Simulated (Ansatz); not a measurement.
**[SiCl3]+ (SMILES Cl[Si+](Cl)Cl): B2PLYP/aug-cc-pVDZ**

Aim: the energy change on altering one bond length of [SiCl3]+ at B2PLYP/aug-cc-pVDZ, from 2 runs. 

The calculation is run with Ansatz 0.2.0.

1 further run of the same task is left out (it didn't finish).

### 1 Starting point

[SiCl3]+: 4 atoms, total charge +1, spin state singlet. SMILES: `Cl[Si+](Cl)Cl`. Geometry: relaxed at PBE0-D4/def2-TZVP.

Bond lengths: Cl1–Si2 1.947 Å, Si2–Cl3 1.947 Å, Si2–Cl4 1.947 Å. Angles: Cl1–Si2–Cl3 120.0°, Cl1–Si2–Cl4 120.0°, Cl3–Si2–Cl4 120.0°.

### 2 The energy at B2PLYP/aug-cc-pVDZ

Contents of in.yaml:

```yaml
crystal:
  periodic: [false, false, false]
  atoms:
    - symbol: Cl
      position_ang: [-1.556000, -0.622300, 0.990900]
    - symbol: Si
      position_ang: [-0.000000, -0.000100, -0.000100]
    - symbol: Cl
      position_ang: [1.772000, -0.669600, 0.449500]
    - symbol: Cl
      position_ang: [-0.216000, 1.292000, -1.440300]
basis:
  gaussian:
    orbitals: aug-cc-pVDZ
total_charge: 1
hamiltonian:
  xc: {name: B2PLYP}
correlation:
  frozen_orbitals: {Cl: 5, Si: 5}
accuracy: high
output:
  orbitals: {seedname: orbitals}
```

On the command line:

```console
ansatz run in.yaml --threads 1 --pin off --max-ram 3480MiB --events-out events.jsonl --progress --plain --runs-dir runs
```

Log:

```text
Warning: RAYON_NUM_THREADS=1 ignored (pool sized by the plan → 1); use --threads N
Functional definition: B2PLYP
  name "B2PLYP"
  parameter a = 0.53
  parameter c = 0.27
  exchange = (1 - a)*b88_x + a*exact_x
  correlation = (1 - c)*lyp_c + c*(mp2_os + mp2_ss)
2143 factors; integrals over basis functions are off by at most 3.2e-9 eV
mean field evaluation 1: about -45419.5095 eV, gradient 2.3e1 eV
mean field evaluation 2: about -45419.8589 eV, gradient 2.3e1 eV
mean field evaluation 4: about -45421.1591 eV, gradient 3.3e0 eV
mean field evaluation 8: about -45421.1950 eV, gradient 2.7e-2 eV
mean field evaluation 16: about -45421.1951 eV, gradient 1.9e-6 eV
mean field -45421.19505657 eV, -1669.1981307370 hartree, gradient 9.9e-8 eV, S^2 0.000000; 0 other end points of the search recorded, 0 dependent functions left out
20 core orbitals not correlated: weight in the atoms' cores, before any rotation towards them, 1.000 or more for the frozen orbitals, at most 0.000 for the correlated occupied ones
reference -45421.19508415 eV, -1669.1981317508 hartree; 12, 12 occupied and 76, 76 virtual orbitals, 2143 factors
second order -17.10455498 eV of doubles, -0.00000000 eV of singles
Total energy: -45425.81331400 eV, -1669.3678485673 hartree
```

Wall time 21 s (1 thread of Arm Neoverse V2, shared host); peak memory 0.41 GiB.

### 3 The distorted shape

Contents of job.yaml:

```yaml
crystal:
  periodic: [false, false, false]
  atoms:
    - {symbol: Cl, position_ang: [-1.523602, -0.816105, 1.206918]}
    - {symbol: Si, position_ang: [0.032398, -0.193905, 0.215918]}
    - {symbol: Cl, position_ang: [1.804398, -0.863405, 0.665518]}
    - {symbol: Cl, position_ang: [-0.216000, 1.292000, -1.440300]}
basis:
  gaussian: {orbitals: aug-cc-pVDZ}
accuracy: high
total_charge: 1
output: {orbitals: {seedname: orbitals}}
correlation: {frozen_orbitals: {Cl: 5, Si: 5}}
hamiltonian: {xc: {name: B2PLYP}}
```

On the command line:

```console
ansatz run job.yaml --threads 1 --pin off --max-ram 3480MiB --events-out events.jsonl --progress --plain --runs-dir runs
```

Log, cut to the lines that bear on the results:

```text
Warning: RAYON_NUM_THREADS=1 ignored (pool sized by the plan → 1); use --threads N
[... 2 set-up lines as earlier in the session ...]
[...]
2148 factors; integrals over basis functions are off by at most 3.2e-9 eV
[...]
mean field -45420.60522578 eV, -1669.1764548555 hartree, gradient 4.3e-8 eV, S^2 0.000000; 0 other end points of the search recorded, 0 dependent functions left out
20 core orbitals not correlated: weight in the atoms' cores, before any rotation towards them, 1.000 or more for the frozen orbitals, at most 0.000 for the correlated occupied ones
reference -45420.60525346 eV, -1669.1764558726 hartree; 12, 12 occupied and 76, 76 virtual orbitals, 2148 factors
second order -17.36386141 eV of doubles, -0.00000000 eV of singles
Total energy: -45425.29349604 eV, -1669.3487456096 hartree
```

Run time: 22 s. Hardware: 1 thread of Arm Neoverse V2, shared host; peak memory 0.41 GiB.

### 4 What came out

Level: B2PLYP/aug-cc-pVDZ, 20 core orbitals frozen.

| quantity | value |
| --- | --- |
| first shape: total energy | -1669.36785 Eh |
| first shape: HOMO energy (SCF part's orbitals) | -16.68 eV |
| first shape: LUMO energy (SCF part's orbitals) | -7.09 eV |
| first shape: HOMO–LUMO gap (SCF part's orbitals) | 9.59 eV |
| distorted shape: total energy | -1669.34875 Eh |
| distorted shape: HOMO energy (SCF part's orbitals) | -16.24 eV |
| distorted shape: LUMO energy (SCF part's orbitals) | -7.58 eV |
| distorted shape: HOMO–LUMO gap (SCF part's orbitals) | 8.66 eV |
| energy change with the Si2–Cl4 bond stretched from 1.947 to 2.239 Å | 0.520 eV |

In words: With the Si2–Cl4 bond stretched from 1.947 to 2.239 Å the energy rises by 0.52 eV (50.2 kJ/mol). The first shape isn't relaxed at this level, so the change isn't measured from a minimum.
